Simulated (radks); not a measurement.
# Ho²⁺ in [Kr] 4d10 4f11 5s2 5p5.75 6s0.25: an all-electron calculation

One table from this session's results is given with a row withheld; the runs are named, their logs left out.

The numbers are computed with radks (a radial shooting solver on a logarithmic mesh, Libxc functionals) version 1 (scalar-relativistic Kohn-Sham, Wu-Cohen GGA, spin-unpolarised, spherical densities, point nucleus), except any that are marked as measured or tabulated.

### The atom as given

| Item | Value |
| --- | --- |
| element | holmium (Z = 67) |
| charge | +2 |
| electrons | 65 |
| configuration | [Kr] 4d10 4f11 5s2 5p5.75 6s0.25 |

The first run:

The run's settings:

```text
Z 67
configuration [Kr] 4d10 4f11 5s2 5p5.75 6s0.25
relativity scalar-relativistic
functional wc,pbe
spin unpolarised
nucleus point
c 137.035999084
```

On the command line:

```console
$ python run_ks.py task.json out
```

This one command runs every case of the session in turn.

Steps of the session up to this table: Self-consistent calculation.

One of the session's tables, all rows but one given; the rest of the session is left out.

It belongs to the step «Radial structure». From the orbitals of this run (lengths in bohr):

```
level      <r>  outermost maximum (interpolated)  90 % within  nodes
   1s  0.02074                            0.0131       0.0376      0
   2s  0.08810                            0.0746        0.136      1
   2p  0.07806                            0.0606        0.127      0
   3s   0.2299                             0.211        0.337      2
   3p   0.2289                             0.208        0.342      1
   3d   0.2079                             0.170        0.323      0
   4s   0.5189                             0.484        0.746      3
   4p   0.5503                             0.505        0.801      2
   4d   0.5968                             0.523        0.898      1
   5s    1.273                              1.13         1.84      4
   5p    1.501                              1.30         2.21      3
   4f        ?                                 ?            ?      ?
   6s    3.342                              2.98         4.82      5
```

**Question.** Estimate the row for 4f.

The run gave: <r>: 0.8368; outermost maximum (interpolated): 0.524; 90 % within: 1.47; nodes: 0. In the column «<r>» it lies between 4d (0.5968) and 5s (1.273).
